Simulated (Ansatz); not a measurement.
# H6O2Si2: the cost of one run

Method: RHF/6-31G, in Ansatz 0.2.0.

## (1) The system as given

Bond lengths: Si1–H2 1.460 Å, Si1–O3 1.680 Å, O3–H4 1.010 Å, Si1–O5 1.679 Å, O5–H6 1.010 Å, Si1–Si7 2.218 Å, Si7–H8 1.460 Å, Si7–H9 1.460 Å, Si7–H10 1.460 Å. Angles: H2–Si1–O3 109.4°, H2–Si1–O5 109.5°, H2–Si1–Si7 109.5°, O3–Si1–O5 109.5°, O3–Si1–Si7 109.5°, O5–Si1–Si7 109.5°, Si1–O3–H4 109.5°, Si1–O5–H6 109.5°, Si1–Si7–H8 109.5°, Si1–Si7–H9 109.5°, Si1–Si7–H10 109.5°, H8–Si7–H9 109.4°, H8–Si7–H10 109.4°, H9–Si7–H10 109.4°.

As a file:

```xyz
10

Si    0.0000    0.0000    0.0000
H     0.0000    0.0000    1.4600
O     1.5842    0.0000   -0.5594
H     1.9006   -0.9521   -0.6761
O    -0.7913    1.3709   -0.5594
H    -1.7491    1.1401   -0.7818
Si   -1.0456   -1.8115   -0.7393
H    -1.7029   -2.4846    0.3772
H    -2.0454   -1.4265   -1.7311
H    -0.0777   -2.7173   -1.3511
```

## (2) Relaxing the start

Input file input.yaml:

```yaml
crystal:
  periodic: [false, false, false]
  atoms:
    - { symbol: Si, position_ang: [0.0, 0.0, 0.0] }
    - { symbol: H, position_ang: [0.0, 0.0, 1.46] }
    - { symbol: O, position_ang: [1.5842, 0.0, -0.5594] }
    - { symbol: H, position_ang: [1.9006, -0.9521, -0.6761] }
    - { symbol: O, position_ang: [-0.7913, 1.3709, -0.5594] }
    - { symbol: H, position_ang: [-1.7491, 1.1401, -0.7818] }
    - { symbol: Si, position_ang: [-1.0456, -1.8115, -0.7393] }
    - { symbol: H, position_ang: [-1.7029, -2.4846, 0.3772] }
    - { symbol: H, position_ang: [-2.0454, -1.4265, -1.7311] }
    - { symbol: H, position_ang: [-0.0777, -2.7173, -1.3511] }
basis:
  gaussian: { orbitals: "6-31G" }
hamiltonian:
  xc: hf
relax:
  f_tol: 0.02
  max_steps: 40
```

Started as:

```console
$ ansatz run input.yaml --threads 1 --pin off --max-ram 2048MiB --backend cpu --events-out ev --progress --plain --runs-dir out
```

**Question.** How long does this run take on 1 thread of Arm Neoverse V1, shared host, and how much memory does it need?

About 32 s, with a peak of 0.1 GiB.
